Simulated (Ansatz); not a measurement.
# C: the cost of one run

Program: Ansatz 0.2.0. Level of theory: DFT r2SCAN, scalar-relativistic, plane waves, PAW. These are calculated values, not measurements.

2 further runs of the same task are left out: 2 set aside as unsound or not needed. Runs told in other sessions of the task aren't counted.

### Step 1. The starting structure

The structure is hexagonal, space group P6/mmm (No. 191). The conventional cell has a = 4.824 Å, b = 4.824 Å, c = 4.155 Å, α = 90.00°, β = 90.00°, γ = 120.00°. Around C (site symmetry 3m) lie 4 C at 1.53 to 1.54 Å. Around C (site symmetry 2mm) lie 1 C at 1.32 Å.

Structure file:

```cif
data_structure
_symmetry_space_group_name_H-M 'P6/mmm'
_symmetry_Int_Tables_number 191
_cell_length_a 4.8242
_cell_length_b 4.8242
_cell_length_c 4.1546
_cell_angle_alpha 90.000
_cell_angle_beta 90.000
_cell_angle_gamma 120.000
_cell_volume 83.74
loop_
_atom_site_label
_atom_site_type_symbol
_atom_site_symmetry_multiplicity
_atom_site_Wyckoff_symbol
_atom_site_fract_x
_atom_site_fract_y
_atom_site_fract_z
_atom_site_occupancy
C1 C 4 h 0.66667 0.33333 0.18394 1
C2 C 6 i 0.50000 0.50000 0.34073 1
```

This cell was relaxed beforehand with the same method: volume 8.37 Å³/atom, gap on the mesh none (metal).

### Step 2. Zero of energy

Reference values: F = -2510.6974 eV; pressure 0.00 GPa; largest force 0.022 eV/Å; gap on the mesh none (metal). It was computed beforehand with the settings of the runs below.

### Step 3. Setting up a strain scan

The cell is strained by ε times the Voigt pattern (1, 0, 0, 0, 0, 0) (xx, yy, zz, yz, xz, xy; engineering shear), with fractional coordinates fixed (clamped ions). The stress on the pattern is the sum of the stress components weighted by it, tension positive.

### Step 4. ε = -0.1500

Contents of input.yaml:

```yaml
crystal:
  lattice:
    - [4.1005809615, 0.0, 0.0]
    - [-2.0502904808, 4.1778909211, 0.0]
    - [0.0, 0.0, 4.1546453698]
  atoms:
    - { symbol: C, position: [0.6666666667, 0.3333333333, 0.1839393359] }
    - { symbol: C, position: [0.3333333333, 0.6666666667, 0.1839393359] }
    - { symbol: C, position: [0.6666666667, 0.3333333333, 0.8160606641] }
    - { symbol: C, position: [0.3333333333, 0.6666666667, 0.8160606641] }
    - { symbol: C, position: [0.5, 0.5, 0.340729158] }
    - { symbol: C, position: [0.0, 0.5, 0.340729158] }
    - { symbol: C, position: [0.5, 0.0, 0.340729158] }
    - { symbol: C, position: [0.5, 0.5, 0.659270842] }
    - { symbol: C, position: [0.5, 0.0, 0.659270842] }
    - { symbol: C, position: [0.0, 0.5, 0.659270842] }
basis:
  ecutwfc: 500
kpoints:
  mp_grid: { grid: [12, 12, 10] }
hamiltonian:
  xc: r2scan
scf:
  occupations: { method: gaussian, width: 0.15 }
output:
  forces: true
  stress: true
  eigenvalues: true
  write_density: true
  write_potential: true
  elf: true
  volumetric_format: npy
```

The run is started by

```console
> ansatz run input.yaml --threads 2 --pin off --max-ram 5120MiB --backend cpu --events-out ev --progress --plain --runs-dir out
```

**Question.** How long does this run take on 2 threads of Arm Neoverse V1, shared host, and how much memory does it need?

About 52 s, with a peak of 0.84 GiB.
